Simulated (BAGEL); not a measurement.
# C2HF3O2 (trifluoroacetic acid): B3LYP/6-31G(d) (density fitting with cc-pvqz-jkfit, spherical functions)

Aim: the energy change on altering one bond length of C2HF3O2 (trifluoroacetic acid) at B3LYP/6-31G* (density fitting with cc-pvqz-jkfit, spherical functions), from 2 runs. 

Program for the calculation: BAGEL 1.2.2.

2 further runs of the same task are left out: 2 set aside as unsound or not needed. Runs told in other sessions of the task aren't counted.

## Step 1: Starting point

The species is C2HF3O2 (8 atoms), meant as a singlet with charge 0. As SMILES, `O=C(O)C(F)(F)F`. The shape is that of a PBE0-D4/def2-TZVP optimisation. This is one conformer, not always the lowest.

Bond lengths: O1–C2 1.191 Å, C2–O3 1.327 Å, C2–C4 1.545 Å, C4–F5 1.320 Å, C4–F6 1.332 Å, C4–F7 1.332 Å, O3–H8 0.968 Å. Angles: O1–C2–O3 126.5°, O1–C2–C4 123.5°, O3–C2–C4 109.9°, C2–C4–F5 110.3°, C2–C4–F6 110.3°, C2–C4–F7 110.3°, F5–C4–F6 108.7°, F5–C4–F7 108.7°, F6–C4–F7 108.4°, C2–O3–H8 107.7°.

## Step 2: A single-point energy at B3LYP/6-31G(d) (density fitting with cc-pvqz-jkfit, spherical functions)

The input, job.json:

```json
{ "bagel": [

{
  "title": "molecule",
  "basis": "6-31gs.json",
  "df_basis": "cc-pvqz-jkfit",
  "angstrom": "true",
  "geometry": [
    { "atom": "O", "xyz": [    1.701390,   -0.309410,    0.229740 ] },
    { "atom": "C", "xyz": [    0.511460,   -0.349980,    0.214300 ] },
    { "atom": "O", "xyz": [   -0.253260,   -1.304740,    0.729890 ] },
    { "atom": "C", "xyz": [   -0.371350,    0.741370,   -0.431300 ] },
    { "atom": "F", "xyz": [    0.382180,    1.695120,   -0.946090 ] },
    { "atom": "F", "xyz": [   -1.180850,    1.279960,    0.479630 ] },
    { "atom": "F", "xyz": [   -1.119800,    0.216820,   -1.400730 ] },
    { "atom": "H", "xyz": [    0.330230,   -1.969150,    1.124540 ] }
  ]
},
{ "title": "ks", "xc_func": "b3lyp" },
{ "title": "print", "file": "orbitals.molden", "orbitals": "true" }

]}
```

The basis set 6-31G* is read from a file made from the Basis Set Exchange's data (not shown).

Command:

```sh
$ BAGEL_NUM_THREADS=1 BAGEL job.json > job.out
```

Standard output:

```text
* using 1 threads per process

  ===============================================================
  ===============================================================

  *** Geometry ***

  { "atom" : "O", "xyz" : [      3.215161,     -0.584700,      0.434146 ] },
  { "atom" : "C", "xyz" : [      0.966519,     -0.661366,      0.404968 ] },
  { "atom" : "O", "xyz" : [     -0.478592,     -2.465601,      1.379292 ] },
  { "atom" : "C", "xyz" : [     -0.701750,      1.400986,     -0.815039 ] },
  { "atom" : "F", "xyz" : [      0.722216,      3.203313,     -1.787851 ] },
  { "atom" : "F", "xyz" : [     -2.231483,      2.418774,      0.906369 ] },
  { "atom" : "F", "xyz" : [     -2.116115,      0.409730,     -2.646996 ] },
  { "atom" : "H", "xyz" : [      0.624044,     -3.721154,      2.125073 ] },

  Number of auxiliary basis functions:      793

  Since a DF basis is specified, we compute 2- and 3-index integrals:
    o Being stored without compression. Storage requirement is 0.063 GB

  Number of basis functions:      100
  Number of electrons      :       56

    * METHOD: MOLECULE                             0.71

  *** Kohn-Sham DFT ***

    * Removing 16395 points whose weight is below 1.00e-10
    * Grid points: 102853

  === Nuclear Repulsion ===
   338.0997957664

       - DIIS with orbital gradients will be used.

  === KS iteration (b3lyp / 6-31gs.json) ===
      0       -470.56556679          0.13436375           0.56
      1       -328.64612139          0.18247734           0.54
      2       -402.29098813          0.16681132           0.54
      3       -509.41908848          0.12883691           0.54
      4       -512.43183711          0.12051102           0.55
      5       -518.04444698          0.09627226           0.55
      6       -512.25350293          0.12406350           0.56
      7       -425.56691439          0.21939434           0.55
      8       -525.85244419          0.03987834           0.55
      9       -525.39066132          0.04808194           0.55
     10       -526.69826460          0.01108816           0.55
     11       -526.77081443          0.00274253           0.55
     12       -526.77387423          0.00139202           0.55
     13       -526.77499622          0.00026323           0.55
     14       -526.77503723          0.00005863           0.55
     15       -526.77503968          0.00001661           0.53
     16       -526.77503982          0.00000845           0.55
     17       -526.77503986          0.00000354           0.55
     18       -526.77503986          0.00000151           0.54
     19       -526.77503986          0.00000068           0.56
     20       -526.77503986          0.00000019           0.55
     21       -526.77503986          0.00000005           0.56
     22       -526.77503986          0.00000002           0.55
     23       -526.77503986          0.00000002           0.55
     24       -526.77503986          0.00000000           0.55
    * SCF iteration converged.

    * Permanent dipole moment:
           (    0.132459,     0.708070,    -0.396226) a.u.

    * METHOD: KS                                  14.26

    * METHOD: PRINT                                0.02

  ===============================================================
```

Wall time 15 s (1 thread of Arm Neoverse V2, shared host); peak memory 0.53 GiB.

## Step 3: The distorted shape at the same level

The input, input.json:

```json
{ "bagel" : [

{
  "title" : "molecule",
  "basis" : "6-31gs.json",
  "df_basis" : "cc-pvqz-jkfit",
  "angstrom" : true,
  "geometry" : [
    { "atom" : "O", "xyz" : [       1.879850,      -0.303326,       0.232056 ] },
    { "atom" : "C", "xyz" : [       0.511460,      -0.349980,       0.214300 ] },
    { "atom" : "O", "xyz" : [      -0.253260,      -1.304740,       0.729890 ] },
    { "atom" : "C", "xyz" : [      -0.371350,       0.741370,      -0.431300 ] },
    { "atom" : "F", "xyz" : [       0.382180,       1.695120,      -0.946090 ] },
    { "atom" : "F", "xyz" : [      -1.180850,       1.279960,       0.479630 ] },
    { "atom" : "F", "xyz" : [      -1.119800,       0.216820,      -1.400730 ] },
    { "atom" : "H", "xyz" : [       0.330230,      -1.969150,       1.124540 ] }
  ]
},

{
  "title" : "ks",
  "xc_func" : "b3lyp"
},

{
  "title" : "print",
  "file" : "orbitals.molden",
  "orbitals" : true
}

]}
```

The basis set 6-31G* is read from a file made from the Basis Set Exchange's data (not shown).

Command:

```sh
$ BAGEL_NUM_THREADS=1 BAGEL input.json > input.out
```

Standard output:

```text
* using 1 threads per process

  ===============================================================
  ===============================================================

  *** Geometry ***

  { "atom" : "O", "xyz" : [      3.552402,     -0.573203,      0.438522 ] },
  { "atom" : "C", "xyz" : [      0.966519,     -0.661366,      0.404968 ] },
  { "atom" : "O", "xyz" : [     -0.478592,     -2.465601,      1.379292 ] },
  { "atom" : "C", "xyz" : [     -0.701750,      1.400986,     -0.815039 ] },
  { "atom" : "F", "xyz" : [      0.722216,      3.203313,     -1.787851 ] },
  { "atom" : "F", "xyz" : [     -2.231483,      2.418774,      0.906369 ] },
  { "atom" : "F", "xyz" : [     -2.116115,      0.409730,     -2.646996 ] },
  { "atom" : "H", "xyz" : [      0.624044,     -3.721154,      2.125073 ] },

  Number of auxiliary basis functions:      793

  Since a DF basis is specified, we compute 2- and 3-index integrals:
    o Being stored without compression. Storage requirement is 0.063 GB

  Number of basis functions:      100
  Number of electrons      :       56

    * METHOD: MOLECULE                             0.72

  *** Kohn-Sham DFT ***

    * Removing 16111 points whose weight is below 1.00e-10
    * Grid points: 103137

  === Nuclear Repulsion ===
   332.1280637165

       - DIIS with orbital gradients will be used.

  === KS iteration (b3lyp / 6-31gs.json) ===
      0       -469.88716350          0.14046592           0.57
      1       -321.47946383          0.17942493           0.55
      2       -403.46062261          0.16518355           0.55
      3       -505.74201778          0.12486285           0.54
      4       -508.39783620          0.11718059           0.54
      5       -517.73253656          0.10173277           0.55
      6       -517.75578526          0.09302758           0.54
      7       -427.97512351          0.21112800           0.52
      8       -525.31636105          0.04637142           0.55
      9       -524.87288851          0.05445283           0.57
     10       -526.73072281          0.00440694           0.55
     11       -526.73677827          0.00355111           0.56
     12       -526.74376830          0.00080340           0.54
     13       -526.74410305          0.00047709           0.55
     14       -526.74424964          0.00009362           0.54
     15       -526.74425487          0.00002835           0.54
     16       -526.74425536          0.00000347           0.55
     17       -526.74425537          0.00000094           0.54
     18       -526.74425537          0.00000045           0.54
     19       -526.74425537          0.00000015           0.54
     20       -526.74425537          0.00000007           0.55
     21       -526.74425537          0.00000002           0.54
     22       -526.74425537          0.00000002           0.54
     23       -526.74425537          0.00000001           0.57
    * SCF iteration converged.

    * Permanent dipole moment:
           (    0.431944,     0.761707,    -0.416938) a.u.

    * METHOD: KS                                  13.66

    * METHOD: PRINT                                0.02

  ===============================================================
```

It took 15 s on 1 thread of Arm Neoverse V2, shared host; peak memory 0.53 GiB.

## Step 4: Outcome

Level: B3LYP/6-31G* (density fitting with cc-pvqz-jkfit, spherical functions).

| quantity | value |
| --- | --- |
| first shape: total energy | -526.77504 Eh |
| first shape: dipole moment | 2.09 D |
| first shape: HOMO energy | -8.46 eV |
| first shape: LUMO energy | -0.84 eV |
| first shape: HOMO–LUMO gap | 7.62 eV |
| distorted shape: total energy | -526.74426 Eh |
| distorted shape: dipole moment | 2.47 D |
| distorted shape: HOMO energy | -8.08 eV |
| distorted shape: LUMO energy | -1.93 eV |
| distorted shape: HOMO–LUMO gap | 6.15 eV |
| energy change with the O1–C2 bond stretched from 1.191 to 1.369 Å | 0.838 eV |

With the O1–C2 bond stretched from 1.191 to 1.369 Å the energy rises by 0.84 eV (80.8 kJ/mol). The first shape isn't relaxed at this level, so the change isn't measured from a minimum.
